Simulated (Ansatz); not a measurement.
# C₂H₁₀N₂Sn: up Jacob's ladder to CCSD(T)

One table from this session's results is given with a row withheld; the runs are named, their logs left out.

Program: Ansatz 0.2.0, Gaussian basis. Level of theory: functionals in def2-TZVPP, the program's frozen cores in correlated methods. These are calculated values, not measurements.

Plan: PBE-D4, r2SCAN-D4, PBE0-D4, B3LYP-D4, ωB97X-V, ωB97M-V, B2PLYP; CCSD(T)/def2-TZVPP; MP2/def2-QZVPP; extrapolation to the limit.

**The geometry**

An earlier PBE0-D4 in a triple-zeta def2 set relaxation fixed the geometry. Sn takes the def2 core potential; no spin-orbit term is included.

SMILES `C[NH][SnH2][NH]C`, 15 atoms, charge 0, spin multiplicity 1.

Atoms are counted from 1 here; the program's logs count them from 0.

Bond lengths: C1–N2 1.450 Å, C1–H6 1.100 Å, C1–H7 1.096 Å, C1–H8 1.094 Å, N2–Sn3 2.016 Å, N2–H9 1.010 Å, Sn3–N4 2.031 Å, Sn3–H10 1.705 Å, Sn3–H11 1.716 Å, N4–C5 1.450 Å, N4–H12 1.011 Å, C5–H13 1.100 Å, C5–H14 1.096 Å, C5–H15 1.094 Å. Angles: N2–C1–H6 114.8°, N2–C1–H7 110.6°, N2–C1–H8 109.7°, H6–C1–H7 107.4°, H6–C1–H8 107.3°, H7–C1–H8 106.6°, C1–N2–Sn3 120.3°, C1–N2–H9 111.5°, Sn3–N2–H9 113.3°, N2–Sn3–N4 109.6°, N2–Sn3–H10 110.1°, N2–Sn3–H11 104.5°, N4–Sn3–H10 104.1°, N4–Sn3–H11 114.4°, H10–Sn3–H11 114.3°, Sn3–N4–C5 119.9°, Sn3–N4–H12 113.7°, C5–N4–H12 111.2° and more.

Set-up of the first run:

The input, in.yaml:

```yaml
crystal:
  periodic: [false, false, false]
  atoms:
    - {symbol: C, position_ang: [-2.109896, -1.160010, -1.262667]}
    - {symbol: N, position_ang: [-1.264861, -1.464289, -0.124297]}
    - {symbol: Sn, position_ang: [-0.361462, 0.021147, 0.897119]}
    - {symbol: N, position_ang: [1.332110, 0.582843, -0.074090]}
    - {symbol: C, position_ang: [2.362097, 1.316924, 0.635948]}
    - {symbol: H, position_ang: [-1.568251, -0.895683, -2.182812]}
    - {symbol: H, position_ang: [-2.760476, -2.009834, -1.497039]}
    - {symbol: H, position_ang: [-2.767648, -0.320349, -1.020283]}
    - {symbol: H, position_ang: [-0.654795, -2.246845, -0.314763]}
    - {symbol: H, position_ang: [0.195072, -0.557566, 2.401412]}
    - {symbol: H, position_ang: [-1.553185, 1.250356, 1.010769]}
    - {symbol: H, position_ang: [1.163321, 0.980248, -0.987983]}
    - {symbol: H, position_ang: [2.129954, 2.374466, 0.831343]}
    - {symbol: H, position_ang: [3.307609, 1.285099, 0.083103]}
    - {symbol: H, position_ang: [2.550399, 0.843502, 1.604260]}
basis:
  gaussian: {orbitals: def2-TZVPP}
hamiltonian: {xc: pbe, dispersion: d4}
output: {forces: true, orbitals: {seedname: orbitals}}
```

Started as:

```sh
$ ansatz run in.yaml --threads 2 --pin off --events-out ev --progress --plain --max-ram 22528MiB --backend cuda --devices 0, --max-vram 18GiB
```

Among the steps run: PBE-D4 (GGA); r2SCAN-D4 (meta-GGA); PBE0-D4 (hybrid); B3LYP-D4 (hybrid); ωB97X-V (range-separated); ωB97M-V (range-separated); B2PLYP (double hybrid); CCSD(T) in def2-TZVPP; MP2 in def2-QZVPP.

One of the session's tables, all rows but one given; the rest of the session is left out.

It belongs to the step «Atomisation energies». 

| method | atoms, summed (eV) | atomisation energy (eV) |
| --- | --- | --- |
| PBE-D4 | -10990.726 | 52.585 |
| r2SCAN-D4 | -10997.693 | 51.480 |
| PBE0-D4 | -10992.514 | 51.676 |
| B3LYP-D4 | -11000.908 | 51.907 |
| ωB97X-V | -10995.991 | 52.085 |
| ωB97M-V | ? | ? |
| B2PLYP | -10988.620 | 51.160 |
| HF/def2-TZVPP | -10953.358 | 36.018 |
| MP2/def2-TZVPP | -10969.319 | 50.531 |
| CCSD/def2-TZVPP | -10971.221 | 49.707 |
| CCSD(T)/def2-TZVPP | -10971.618 | 50.457 |
| MP2/CBS | -10980.756 | 52.031 |
| CCSD(T)/CBS | -10983.055 | 51.958 |

**Question.** Estimate the row for ωB97M-V.

The run gave: atoms, summed (eV): -10994.091; atomisation energy (eV): 51.888. In the column «atoms, summed (eV)» it lies between ωB97X-V (-10995.991) and PBE0-D4 (-10992.514).

To keep in mind: Free atoms (2 C, 2 N, 1 Sn, 10 H) were run apart at each level; the atomisation energy is their sum less the molecule, without zero-point or spin-orbit terms.
